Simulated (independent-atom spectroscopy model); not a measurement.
# Angle-resolved XPS of Be on SiC

How does the ratio Be 1s / C 1s change with emission angle for this film?

Program: independent-atom spectroscopy model, version 2. Model: angle-resolved photoelectron peak ratio of a uniform film on a substrate: exponential attenuation with lengths from TPP-2M (nominal gaps) and the elastic albedo, Dirac-Hartree-Slater cross sections, magic-angle geometry. All values are calculated.

**1. Film and substrate**

1.9 nm of Be (1.67 g/cm³) on SiC (3.21 g/cm³).

**2. The run**

Input values:

```json
{
  "film": "Be",
  "film_density": 1.67,
  "base": "SiC",
  "base_density": 3.21,
  "photon_energy": 1486.7,
  "film_peak": "Be 1s",
  "base_peak": "C 1s",
  "thickness": 1.9,
  "emission_angle": [0, 10, 20, 30, 40, 45, 50, 55]
}
```

Units: film_density in g/cm³, base_density in g/cm³, photon_energy in eV, thickness in nm, emission_angle in degrees.

Q: Predict the outcome of this session. Wanted: ratio at normal emission; ratio at 55°.

As calculated:

```
                                            quantity    value
                            ratio at normal emission    0.548
                                        ratio at 55°     1.30
attenuation length of the substrate peak in the film  2.79 nm
                          thickness over that length     0.68
```

In words: At 0° the substrate keeps 51 % of its signal through 0.68 attenuation lengths of film. Tilting to 55° lengthens the path by 1/cos θ and raises the ratio 2.4-fold. Islands, roughness and grazing exit, where elastic scattering matters more, are outside the model.
